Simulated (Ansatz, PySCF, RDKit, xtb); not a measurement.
**Which structure has the formula GeSiH5ClO?**

Only the formula GeSiH5ClO is given. Aim: find the structure of lowest free energy at 600 K, then its properties.

Plan: many cheap relaxations first (GFN2-xTB), then density-functional screening, relaxation at PBE0-D3(BJ)/pcseg-1, vibrations and a final energy. The numbers are computed, not measured.

7 further runs of the same task are left out: 7 set aside as unsound or not needed.

## Step 1: Drawing up candidates

A program enumerates the bonding patterns with one Lewis structure each (two rings at most, one unusual centre or charged pair), with their diastereomers. O–O, O–halogen and N–halogen bonds and N–N–N chains are not drawn. That gives 14 candidates.

```tsv
label	SMILES	spin
c007	O[SiH2][GeH2][Cl]	singlet
c121	[OH][Ge@H]([SiH3])[Cl]	singlet
c124	O[Si@H](Cl)[GeH3]	singlet
c144	[OH][GeH2][SiH2]Cl	singlet
c196	[SiH3][OH+][GeH-][Cl]	singlet
c259	[OH2+][SiH-][GeH2][Cl]	singlet
c405	Cl[SiH2][O][GeH3]	singlet
c426	[SiH3][O][GeH2][Cl]	singlet
c484	[OH2+][GeH-][SiH2]Cl	singlet
c508	[OH2+][Si-](Cl)[GeH3]	singlet
c518	[SiH2-][OH+][GeH2][Cl]	singlet
c725	Cl[SiH-][OH+][GeH3]	singlet
c919	[OH2+][Ge-]([SiH3])[Cl]	singlet
c944	Cl[SiH2][OH+][GeH2-]	singlet
```

Candidates are built by distance geometry, with a force field where one applies, in up to four conformers (letters a to d). 8 starts with atoms placed at random are added, to find patterns that the rules miss.

**Question.** With final energies at CCSD(T)/def2-SVP + MP2/def2-TZVPP - MP2/def2-SVP, which structure will this search put lowest in free energy, and by what margin?

| quantity | value |
| --- | --- |
| lowest structure found | Cl[SiH2][O][GeH3], singlet, C1 |
| next finalist | [SiH3][O][GeH2][Cl], singlet, 6.7 kcal/mol higher in G |
| share at equilibrium, among the finalists | 99.6 % |
| harmonic wavenumbers, lowest and highest (PBE0-D3(BJ)/pcseg-1) | 35 and 2307 cm⁻¹ |
| rotational constants, same geometry | 0.1867, 0.03884, 0.03325 cm⁻¹ |
| dipole moment (PBE0/def2-TZVPD) | 1.87 D |
| HOMO energy (PBE0/def2-TZVPD) | -8.61 eV |
| LUMO energy (PBE0/def2-TZVPD) | -0.56 eV |
| HOMO–LUMO gap (PBE0/def2-TZVPD) | 8.05 eV |
| lowest excitation (TD-CAM-B3LYP/def2-SVPD) | 7.15 eV (f = 0.003) |
| strongest of the states computed, same level | 8.17 eV (f = 0.083) |
| lowest triplet excitation, same level, Tamm-Dancoff | 6.75 eV |
| vertical ionisation energy | 10.54 eV |
| vertical electron affinity | -0.81 eV (unbound: the value depends on the basis) |
| vertical triplet less singlet | +6.47 eV |

`Cl[SiH2][O][GeH3]` comes out lowest. Among the finalists first place is clear (6.7 kcal/mol); structures outside the list aren't covered. HF/STO-3G, r2SCAN-D4/def2-SVP, PBE0-D3(BJ)/pcseg-1, HF/def2-SVP and MP2/def2-SVP already put its bonding pattern lowest among the structures in one piece; GFN2-xTB favours the singlet [SiH3][O][GeH2][Cl]. One minimum inside the window was never screened. Lowest found is not proven lowest: the search is finite, and each finalist counts with one conformer. Patterns outside the rules of the enumeration were met only by chance.
